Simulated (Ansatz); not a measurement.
Working through a single point in a Gaussian basis of C₂H₅AlSSi, SMILES C#[C][AlH][S][SiH3]

Program: Ansatz's Python interface.

The cells in order, each with its output:

**Cell 1**
```python
import json
import warnings

import ansatz as az
import numpy as np
```

**Cell 2**
```python
BASIS_SET = '6-31G*'
XC = 'PBE0'
```

**Cell 3**
```python
warnings.simplefilter('ignore', az.DeckWarning)

geometry_ang = [
    ('C', (0.3104, -3.1725, 0.2285)),
    ('C', (0.2746, -2.0067, 0.6508)),
    ('Al', (0.272, -0.1921, 1.3344)),
    ('S', (1.5234, 1.4325, 0.2404)),
    ('Si', (-0.2257, 1.8576, -1.0393)),
    ('H', (0.2474, -4.0985, -0.1667)),
    ('H', (-0.5337, 0.1825, 2.6409)),
    ('H', (-0.563, 0.6834, -1.7948)),
    ('H', (-1.3633, 2.321, -0.1597)),
    ('H', (0.1411, 2.9415, -1.9314)),
]
system = az.Crystal.molecule()
for symbol, xyz in geometry_ang:
    system = system.atom(symbol, xyz)
```

**Cell 4**
```python
job = system.calculation()
job = job.basis(gaussian=BASIS_SET)
job = job.functional(XC)
job = job.forces()
print(job.to_yaml())
result = job.run()
summary = result.report
```
Output:
```text
crystal:
  periodic: [false, false, false]
  atoms:
    - { symbol: C, position_ang: [0.3104, -3.1725, 0.2285] }
    - { symbol: C, position_ang: [0.2746, -2.0067, 0.6508] }
    - { symbol: Al, position_ang: [0.272, -0.1921, 1.3344] }
    - { symbol: S, position_ang: [1.5234, 1.4325, 0.2404] }
    - { symbol: Si, position_ang: [-0.2257, 1.8576, -1.0393] }
    - { symbol: H, position_ang: [0.2474, -4.0985, -0.1667] }
    - { symbol: H, position_ang: [-0.5337, 0.1825, 2.6409] }
    - { symbol: H, position_ang: [-0.563, 0.6834, -1.7948] }
    - { symbol: H, position_ang: [-1.3633, 2.321, -0.1597] }
    - { symbol: H, position_ang: [0.1411, 2.9415, -1.9314] }
basis:
  gaussian:
    orbitals: "6-31G*"
hamiltonian:
  xc: pbe0
output:
  forces: true
```

**Cell 5**
```python
summary['converged'], summary['free_energy_ev']
```
Output:
```text
(True, -27450.367427475816)
```

**Cell 6**
```python
summary['mean_field']['state']['spin_squared']
```
Output:
```text
1.0658141036401503e-14
```

**Cell 7**
```python
print(f'E = {summary["free_energy_ev"]:.6f} eV = {summary["free_energy_ev"] / 27.211386246:.7f} Ha')
print('converged:', summary['converged'], ' doubts:', summary['published_state_doubts'] or 'none')
```
Output:
```text
E = -27450.367427 eV = -1008.7823964 Ha
converged: True  doubts: none
```

**Cell 8**
```python
symbols = [site.symbol for site in system.cartesian_sites]
forces = np.array(summary['forces_ev_ang'])
print('largest force', round(float(np.linalg.norm(forces, axis=1).max()), 4), 'eV/A, rms', round(float(np.sqrt((forces ** 2).mean())), 4))
```
Output:
```text
largest force 5.1315 eV/A, rms 1.2537
```

**Cell 9**
```python
charges = summary['charge_distribution']
print('dipole moment', round(4.803205 * float(np.linalg.norm(charges['dipole_moment_e_ang'])), 3), 'D')
print('Mulliken:', [(s, round(q, 3)) for s, q in zip(symbols, charges['mulliken_charges_e'])])
with open('c2h5alssi.json', 'w') as handle:
    json.dump({k: summary[k] for k in ('free_energy_ev', 'reference_energy_ev', 'n_occupied', 'n_virtual')}, handle, indent=1)
```
Output:
```text
dipole moment 2.14 D
Mulliken: [('C', -0.213), ('C', -0.104), ('Al', 0.435), ('S', -0.421), ('Si', 0.244), ('H', 0.221), ('H', -0.067), ('H', -0.024), ('H', -0.047), ('H', -0.024)]
```

File `c2h5alssi.json` afterwards:
```json
{
 "free_energy_ev": -27450.367427475816,
 "reference_energy_ev": -27450.367427475816,
 "n_occupied": [
  30,
  30
 ],
 "n_virtual": [
  67,
  67
 ]
}
```

What to keep in mind:
- Total energies depend on the basis set; only differences at equal settings carry meaning.
- The geometry is a force-field or estimated start, not a minimum of this method, and the basis set is short of its limit.
- Hardware and time: 4.6 s on 1 thread of Arm Neoverse V2, on a shared host, peak memory 0.26 GiB.

(Lines on the test bed's own set-up are left out of the output.)
